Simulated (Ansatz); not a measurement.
**InSb3 in Ansatz: convergence with smearing width**

The system is InSb3.

```xyz
4
Lattice="0.0000 3.7946 3.7946 3.7946 0.0000 3.7946 3.7946 3.7946 0.0000" Properties=species:S:1:pos:R:3 pbc="T T T"
Sb    3.7799    3.7577    3.8583
Sb    5.6264    5.6284    5.7000
Sb    1.9345    1.8573    1.9199
In    0.0151    0.0023   -0.0521
```

The cell comes from a database or a generator and needn't be the stable form of this composition.

The cell isn't the ideal one: atoms moved at random, drawn with an rms of 0.05 Å.

- Program: Ansatz 0.2.0
- Task: convergence study
- Functional: PBE
- Potentials or basis: PseudoDojo standard (PBE files)
- Cutoff: 1088 eV
- Density cutoff: 4354 eV
- k mesh: 5 × 5 × 5
- Occupations: gaussian, width 0.3 eV
- Spin: no spin polarisation

These are the settings of the first run; the series varies smearing width, with any setting tied to it.

Hardware: 2 threads of Arm Neoverse V1, on a shared host.

Question: The values tried are 0.3 eV, 0.2 eV, 0.15 eV, 0.1 eV, 0.05 eV, 0.025 eV, 0.01 eV, 0.005 eV, loosest first. From which on does the largest force stay within 0.005 eV/Å of the tightest run that finished?

Answer: From 0.05 eV on.

```csv
smearing width,"energy less the tightest run, at zero smearing (meV/atom)",pressure (GPa),largest force (eV/Å),SCF cycles,CPU time (s),peak memory (GiB)
0.3 eV,-2.04,0.33,0.323,7,74,0.86
0.2 eV,-1.10,0.24,0.328,8,82,0.86
0.15 eV,-0.63,0.19,0.331,8,81,0.86
0.1 eV,-0.32,0.11,0.335,8,82,0.86
0.05 eV,-0.18,0.04,0.339,8,82,0.86
0.025 eV,-0.12,0.04,0.340,7,76,0.86
0.01 eV,-0.03,0.04,0.340,7,74,0.86
0.005 eV,0.00,0.04,0.340,8,85,0.86
```

Against the tightest run, the energy stays within 1 meV/atom from 0.15 eV on; the pressure stays within 0.1 GPa from 0.1 eV on. Narrower smearing needs a denser k mesh, so at a fixed mesh the narrowest width isn't the most accurate. The tightest run that finished is the yardstick and may itself not be fully converged.

The run has no spin-orbit coupling, so splittings on Sb are missing.
